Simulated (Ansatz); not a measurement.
# Al2H6S2: up Jacob's ladder to CCSD(T)

How much do the methods differ for Al2H6S2? The plan is to run it at one geometry with functionals of several rungs and with coupled cluster, and see how far each lands from CCSD(T) at the basis-set limit for the atomisation energy.

Computed with Ansatz 0.2.0, Gaussian basis. Level: functionals in def2-TZVPP, the program's frozen cores in correlated methods.

Levels to be run: LDA (SPW92), PBE-D4, revPBE-D4, BLYP-D4, r2SCAN-D4, B97M-V, PBE0-D4, B3LYP-D4, r2SCANh-D4, r2SCAN0-D4, HSE06-D4, BHLYP-D4, CAM-B3LYP-D4, LC-ωPBE, ωB97X-V, ωB97M-V, B2PLYP, PBE-QIDH; CCSD(T)/def2-SVP; CCSD(T)/def2-TZVPP; MP2/def2-QZVPP; extrapolation to the limit; RPA on PBE.

### Step 1. Structure used throughout

All runs share one geometry, relaxed beforehand with PBE0-D4 in a triple-zeta def2 set.

SMILES `[AlH2-]1[SH+][AlH2-][SH+]1`, 10 atoms, charge 0, spin multiplicity 1.

Atoms are counted from 1 here; the program's logs count them from 0.

Bond lengths: Al1–S2 2.373 Å, Al1–S4 2.373 Å, Al1–H5 1.582 Å, Al1–H6 1.579 Å, S2–Al3 2.373 Å, S2–H7 1.345 Å, Al3–S4 2.373 Å, Al3–H8 1.582 Å, Al3–H9 1.579 Å, S4–H10 1.345 Å. Angles: S2–Al1–S4 95.7°, S2–Al1–H5 108.7°, S2–Al1–H6 106.1°, S4–Al1–H5 108.7°, S4–Al1–H6 106.0°, H5–Al1–H6 127.2°, Al1–S2–Al3 83.3°, Al1–S2–H7 95.3°, Al3–S2–H7 95.3°, S2–Al3–S4 95.7°, S2–Al3–H8 108.7°, S2–Al3–H9 106.1°, S4–Al3–H8 108.7°, S4–Al3–H9 106.0°, H8–Al3–H9 127.2°, Al1–S4–Al3 83.3°, Al1–S4–H10 95.3°, Al3–S4–H10 95.3°.

### Step 2. LDA

This LDA is Slater exchange with PW92 correlation.

File in.yaml:

```yaml
crystal:
  periodic: [false, false, false]
  atoms:
    - {symbol: Al, position_ang: [-0.876698, 1.141645, -0.696464]}
    - {symbol: S, position_ang: [0.577419, 1.173943, 1.178216]}
    - {symbol: Al, position_ang: [0.373852, -1.185316, 1.028524]}
    - {symbol: S, position_ang: [-0.708775, -1.193416, -1.082832]}
    - {symbol: H, position_ang: [-0.178112, 1.904600, -1.893767]}
    - {symbol: H, position_ang: [-2.329527, 1.385834, -0.127006]}
    - {symbol: H, position_ang: [1.709606, 1.247354, 0.456478]}
    - {symbol: H, position_ang: [1.817972, -1.809536, 0.859619]}
    - {symbol: H, position_ang: [-0.726529, -1.596956, 2.084143]}
    - {symbol: H, position_ang: [0.423791, -1.119352, -1.803911]}
basis:
  gaussian: {orbitals: def2-TZVPP}
hamiltonian: {xc: lda}
output: {orbitals: {seedname: orbitals}}
```

Further steps of the session: PBE-D4 (GGA); revPBE-D4 (GGA); BLYP-D4 (GGA); r2SCAN-D4 (meta-GGA); B97M-V (meta-GGA); PBE0-D4 (hybrid); B3LYP-D4 (hybrid); r2SCANh-D4 (hybrid); r2SCAN0-D4 (hybrid); HSE06-D4 (hybrid); BHLYP-D4 (hybrid); CAM-B3LYP-D4 (range-separated); LC-ωPBE-D4 (range-separated); ωB97X-V (range-separated); ωB97M-V (range-separated); B2PLYP (double hybrid); PBE-QIDH (double hybrid); CCSD(T) in def2-SVP; CCSD(T) in def2-TZVPP; MP2 in def2-QZVPP; RPA on PBE orbitals.

**Question.** What will the summary of the whole plan be? Wanted: atomisation energy, CCSD(T)/CBS; farthest beyond LDA; mean size of error, GGA; mean size of error, meta-GGA; mean size of error, hybrid; mean size of error, range-separated; mean size of error, double hybrid; gap, smallest and largest; T1 diagnostic.

**Answer**, as computed:

```
                               quantity                                      value
        atomisation energy, CCSD(T)/CBS                             667.3 kcal/mol
functionals within 3.3 kcal/mol (0.5 %)             r2SCAN-D4, r2SCANh-D4, ωB97M-V
                    farthest beyond LDA                 revPBE-D4 (-19.2 kcal/mol)
                mean size of error, GGA                              15.6 kcal/mol
           mean size of error, meta-GGA                               7.6 kcal/mol
             mean size of error, hybrid                               8.6 kcal/mol
    mean size of error, range-separated                               6.6 kcal/mol
      mean size of error, double hybrid                              14.9 kcal/mol
              gap, smallest and largest  5.49 eV (LDA (SPW92)), 12.50 eV (LC-ωPBE)
                          T1 diagnostic                                     0.0105
triples share of the correlation energy                                      4.0 %
```

What this shows: LDA overbinds by 67.1 kcal/mol (10 %). PBE-D4 misses by -10.2 kcal/mol. Double hybrids carry the basis error of their MP2 part in triple zeta, and no dispersion term here, so their miss is partly the set-up's. By mean error the best rung here is range-separated (6.6 kcal/mol) and the worst beyond LDA is GGA (15.6 kcal/mol). The gap between the best rungs is small, so their order is not settled. Misses under about 3.3 kcal/mol are within the doubt on the reference itself, which lacks core-valence correlation, relativity and higher excitations. Hartree-Fock recovers 75 % of the binding; the rest is correlation. CCSD(T) in def2-SVP is off by -45.7 kcal/mol, so the small basis spoils what the method gains. The gap grows from 5.5 to 12.5 eV across the functionals, mostly with the share of exact exchange.
